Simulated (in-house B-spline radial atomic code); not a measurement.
**Xe⁶⁺: density, ELF and screening along the radius**

One table from this session's results is given with a row withheld; the runs are named, their logs left out.

Program: in-house B-spline radial atomic code version 1. Level of theory: several methods, spin-polarised, as named in each step; spherical all-electron atom at the radial basis limit. These are calculated values, not measurements, unless marked.

### The system

```
element       : xenon (Z = 54)
charge        : +6
electrons     : 48
configuration : [Kr] 4d10 5s2
nucleus       : point (non-relativistic runs) or finite (X2C runs)
```

The outer shells:

[Kr] 4d10 5s2
```
[Kr] core
4d [↑↓][↑↓][↑↓][↑↓][↑↓]
5s [↑↓]
```

Where spins are not typed, each open shell is filled with up spins first.

Set-up of the first run:

The run's settings:

```ini
Z = 54
electrons = 48.0
configuration = [Kr] 4d10 5s2
hamiltonian = x2c
method = scan,scan
spin_polarised = True
nucleus = fermi
rms_radius = 4.7859
mass_number = 132
atomic_mass = 131.90415508346
speed_of_light = 137.035999084
```

Started as:

```
> python run_scf.py task.json out
```

task.json lists these runs, among others, and the program works through them in turn.

Among the steps run: SCAN, X2C, [Kr] 4d10 5s2; CAM-B3LYP, X2C, [Kr] 4d10 5s2.

One of the session's tables, all rows but one given; the rest of the session is left out.

Fields along the radius, from the same record (one point in 4):

| r (bohr) | 4πr²n (1/bohr) | screened charge r·V (e) |
| --- | --- | --- |
| 0.00435 | 25.61 | 52.56 |
| 0.00990 | 57.85 | 50.87 |
| 0.0225 | 68.78 | 47.64 |
| 0.0512 | 70.58 | 41.84 |
| 0.116 | 76.80 | 32.74 |
| 0.264 | 74.29 | 21.25 |
| 0.601 | 28.42 | 11.48 |
| 1.37 | ? | ? |
| 3.11 | 0.06153 | 6.001 |

**Question.** Estimate the row for r (bohr) = 1.37.

Worked estimate for «4πr²n (1/bohr)». A straight line through the neighbours (0.601, 28.42) and (3.11, 0.06153) gives 28.42 + (0.06153 − 28.42) × (1.37 − 0.601) / (3.11 − 0.601) = 19.728; a parabola fitted to 3 rows on both sides gives -38.952, of a sign that no row has.

**Answer.** 4πr²n (1/bohr): 5.689; screened charge r·V (e): 6.471. In «4πr²n (1/bohr)» the line misses by +14.039 and the parabola by -44.641. The values bend between the rows more than so simple an estimate can follow.
